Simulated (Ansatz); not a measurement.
**H4OSeSi: single points off equilibrium**

The atoms stand at a structure displaced at random from a GFN2-xTB minimum. How far do the functionals agree with CCSD(T) there?

Program: Ansatz 0.2.0, Gaussian basis. Level of theory: single points in def2-TZVPP. These are calculated values, not measurements.

Cores are frozen in the correlated methods. Filled d shells of the heavier atoms are correlated.

### Step 1. The system as given

7 atoms, charge 0, spin multiplicity 1.

Atoms are counted from 1 here; the program's logs count them from 0.

Bond lengths: Si1–O2 1.546 Å, Si1–H4 1.482 Å, Si1–H5 1.514 Å, Si1–H6 1.224 Å, O2–Se3 1.957 Å, Se3–H7 1.180 Å. Angles: O2–Si1–H4 101.8°, O2–Si1–H5 108.5°, O2–Si1–H6 101.4°, H4–Si1–H5 109.7°, H4–Si1–H6 109.8°, H5–Si1–H6 123.1°, Si1–O2–Se3 134.8°, O2–Se3–H7 89.0°.

As a file:

| atom | x (Å) | y (Å) | z (Å) |
| --- | --- | --- | --- |
| Si1 | -0.7734 | 0.5726 | -0.1855 |
| O2 | 0.3680 | 0.0922 | 0.7408 |
| Se3 | 2.1243 | -0.7232 | 0.4574 |
| H4 | -1.2267 | -0.7004 | -0.7943 |
| H5 | -0.1819 | 1.4672 | -1.2540 |
| H6 | -1.5997 | 0.9608 | 0.6293 |
| H7 | 1.6232 | -1.7872 | 0.5534 |

### Step 2. CCSD(T)/def2-TZVPP

Input file run/in.yaml:

```yaml
crystal:
  periodic: [false, false, false]
  atoms:
    - {symbol: Si, position_ang: [-0.773400, 0.572600, -0.185500]}
    - {symbol: O, position_ang: [0.368000, 0.092200, 0.740800]}
    - {symbol: Se, position_ang: [2.124300, -0.723200, 0.457400]}
    - {symbol: H, position_ang: [-1.226700, -0.700400, -0.794300]}
    - {symbol: H, position_ang: [-0.181900, 1.467200, -1.254000]}
    - {symbol: H, position_ang: [-1.599700, 0.960800, 0.629300]}
    - {symbol: H, position_ang: [1.623200, -1.787200, 0.553400]}
basis:
  gaussian: {orbitals: def2-TZVPP}
correlation: {method: ccsd_t}
output: {forces: true}
```

No record of the launch command was kept for these runs.

### Step 3. PBE0-D4/def2-TZVPP

Edit run/in.yaml of step 2 so:

```diff
@@ -12,3 +12,3 @@
   gaussian: {orbitals: def2-TZVPP}
-correlation: {method: ccsd_t}
-output: {forces: true}
+hamiltonian: {xc: pbe0, dispersion: d4}
+output: {forces: true, orbitals: {seedname: orbitals}}
```

### Step 4. wB97M-V/def2-TZVPP

Edit run/in.yaml of step 3 so:

```diff
@@ -12,3 +12,3 @@
   gaussian: {orbitals: def2-TZVPP}
-hamiltonian: {xc: pbe0, dispersion: d4}
-output: {forces: true, orbitals: {seedname: orbitals}}
+hamiltonian: {xc: {name: wB97M-V}}
+output: {forces: true}
```

### Step 5. r2SCAN-D4/def2-TZVPP

Edit run/in.yaml of step 4 so:

```diff
@@ -12,3 +12,3 @@
   gaussian: {orbitals: def2-TZVPP}
-hamiltonian: {xc: {name: wB97M-V}}
+hamiltonian: {xc: r2scan, dispersion: d4}
 output: {forces: true}
```

### Step 6. PBE-D4/def2-TZVPP

Edit run/in.yaml of step 5 so:

```diff
@@ -12,3 +12,3 @@
   gaussian: {orbitals: def2-TZVPP}
-hamiltonian: {xc: r2scan, dispersion: d4}
+hamiltonian: {xc: pbe, dispersion: d4}
 output: {forces: true}
```

### Step 7. r2SCAN0-D4/def2-TZVPP

Edit run/in.yaml of step 6 so:

```diff
@@ -12,3 +12,3 @@
   gaussian: {orbitals: def2-TZVPP}
-hamiltonian: {xc: pbe, dispersion: d4}
+hamiltonian: {xc: {name: r2SCAN0}, dispersion: d4}
 output: {forces: true}
```

### Step 8. r2SCANh-D4/def2-TZVPP

Edit run/in.yaml of step 7 so:

```diff
@@ -12,3 +12,3 @@
   gaussian: {orbitals: def2-TZVPP}
-hamiltonian: {xc: {name: r2SCAN0}, dispersion: d4}
+hamiltonian: {xc: {name: r2SCANh}, dispersion: d4}
 output: {forces: true}
```

(Steps that only read results are left out.)

What does the calculation give? Wanted: energy less free atoms, CCSD(T)/def2-TZVPP; RMS force component; RMS force error; HOMO and LUMO, PBE0-D4; T1 diagnostic.

**Answer**, as computed:

```
                                  quantity                                                                                                 value
energy less free atoms, CCSD(T)/def2-TZVPP                                                                                       -398.8 kcal/mol
                       RMS force component                                                                  5.149 to 5.235 eV/Å over the methods
                           RMS force error  PBE0-D4 0.111, wB97M-V 0.087, r2SCAN-D4 0.126, PBE-D4 0.239, r2SCAN0-D4 0.151, r2SCANh-D4 0.108 eV/Å
                    HOMO and LUMO, PBE0-D4                                                                                    -7.22 and -2.63 eV
                             T1 diagnostic                                                                                                 0.012
```

What this shows: Against CCSD(T) the functionals' energies less atoms differ by -12.9 to -1.5 kcal/mol, PBE-D4 by -11.0 kcal/mol. The reference is not at the basis limit: in triple zeta CCSD(T) underbinds, which counts against methods that bind more; the gaps are no ranking. The forces of wB97M-V come nearest to CCSD(T), those of PBE-D4 are farthest. Frozen-core CCSD(T) forces in triple zeta carry basis errors of their own, and this is one geometry, so small gaps rank nothing.
